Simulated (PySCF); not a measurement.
# F4Mn ([MnF4]2-): the cost of one run

Programs: PySCF 2.14.0, with routines of our own; each step states its level. All values are computed. Atoms count from 0.

## (1) The system as given

5 atoms, charge -2, states of the metal's open shell are computed; geometry from: model geometry, bond lengths from ionic radii.

## (2) Ligand-field states: state-averaged CASSCF in water

Job settings and geometry (Å):

```
{"job": {"kind": "lf", "basis": {"metal": "x2c-TZVPall", "ligand": "x2c-SVPall"}, "nevpt": true, "solvent": "water"}, "charge": -2, "metal": "Mn", "open_shell": "d5"}
Mn     0.000000     0.000000     0.000000
F      1.160474     1.160474     1.160474
F     -1.160474    -1.160474     1.160474
F     -1.160474     1.160474    -1.160474
F      1.160474    -1.160474    -1.160474
```

With the program's defaults for keys left out, this is: state-averaged CASSCF of the metal d shell, SC-NEVPT2 on the averaged canonical orbitals, state-interaction spin-orbit coupling.

Launch:

```bash
$ OMP_NUM_THREADS=1 python lf_run.py task.json out
```

The driver reads the jobs from task.json and runs them one after another.

**Question.** How long does this first job take on 1 thread of Arm Neoverse V2, shared host, and how much memory does it need?

About 7.1 s, with a peak of 0.26 GiB.
